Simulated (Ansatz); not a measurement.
## CH4FOSi, SMILES CO[SiH]F: a rigid scan of one bond length

Run with Ansatz's Python interface.

The script, `run_scan.py`:
```python
"""Stretching a bond of CH4FOSi, the rest held rigid."""

import ansatz as az
import numpy as np

GEOMETRY = """
C    -0.14550    0.97090   -0.14770
O    -0.73150   -0.20080   -0.66570
Si   -0.08090   -1.62540   -0.16200
F     1.61950   -1.44460   -0.21290
H    -0.76930    1.83610   -0.60160
H     0.85140    1.16250   -0.46240
H    -0.25720    1.07030    0.93560
H    -0.39420   -1.82610    1.26100
"""


def main() -> None:
    molecule = az.Crystal.molecule()
    for line in GEOMETRY.strip().splitlines():
        symbol, *xyz = line.split()
        molecule = molecule.atom(symbol, [float(v) for v in xyz])

    symbols = [site.symbol for site in molecule.cartesian_sites]
    start = np.array([site.position_ang for site in molecule.cartesian_sites])
    axis = (start[3] - start[2]) / np.linalg.norm(start[3] - start[2])
    moving = [3]
    lengths, energies = [1.505, 1.574, 1.642, 1.711, 1.779, 1.848, 1.916, 2.019], []
    for length in lengths:
        xyz = start.copy()
        xyz[moving] += (length - np.linalg.norm(start[3] - start[2])) * axis
        point = az.Crystal.molecule()
        for symbol, place in zip(symbols, xyz):
            point = point.atom(symbol, place.tolist())
        job = (
            point.calculation()
            .basis(gaussian="6-31G*")
            .functional("r2SCAN")
            .spin("collinear", total=1)
        )
        rep = job.run(threads=1).report
        energies.append(rep["free_energy_ev"])
        print(f"r = {length:6.3f} A  E = {energies[-1]:.5f} eV  <S^2> = {abs(rep['mean_field']['state']['spin_squared']):.3f}")

    # quartic fit about the minimum
    fit = np.polynomial.Polynomial.fit(lengths, np.array(energies) - min(energies), 4).convert()
    roots = [r.real for r in fit.deriv().roots() if abs(r.imag) < 1e-9 and fit.deriv(2)(r.real) > 0]
    r_e = min(roots, key=lambda r: abs(r - lengths[int(np.argmin(energies))]))
    print(f"minimum of the fit at {r_e:.4f} A, force constant {fit.deriv(2)(r_e):.2f} eV/A^2")


if __name__ == "__main__":
    main()
```

`python run_scan.py` gives:
```text
r =  1.505 A  E = -13739.86850 eV  <S^2> = 0.752
r =  1.574 A  E = -13740.09801 eV  <S^2> = 0.752
r =  1.642 A  E = -13740.12596 eV  <S^2> = 0.752
r =  1.711 A  E = -13740.01708 eV  <S^2> = 0.752
r =  1.779 A  E = -13739.81941 eV  <S^2> = 0.752
r =  1.848 A  E = -13739.55997 eV  <S^2> = 0.752
r =  1.916 A  E = -13739.26920 eV  <S^2> = 0.752
r =  2.019 A  E = -13738.79729 eV  <S^2> = 0.753
minimum of the fit at 1.6200 A, force constant 33.04 eV/A^2
```

What to keep in mind:
- The settings weren't tested for convergence.
- The rest of the molecule is held rigid at a force-field or estimated start geometry, and the basis set is modest; single-reference methods fail as a bond breaks.
- The species is open-shell (spin multiplicity 2).
- Hardware and time: 55 s on 1 thread of Arm Neoverse V1, with other jobs on the host, peak memory 0.24 GiB.
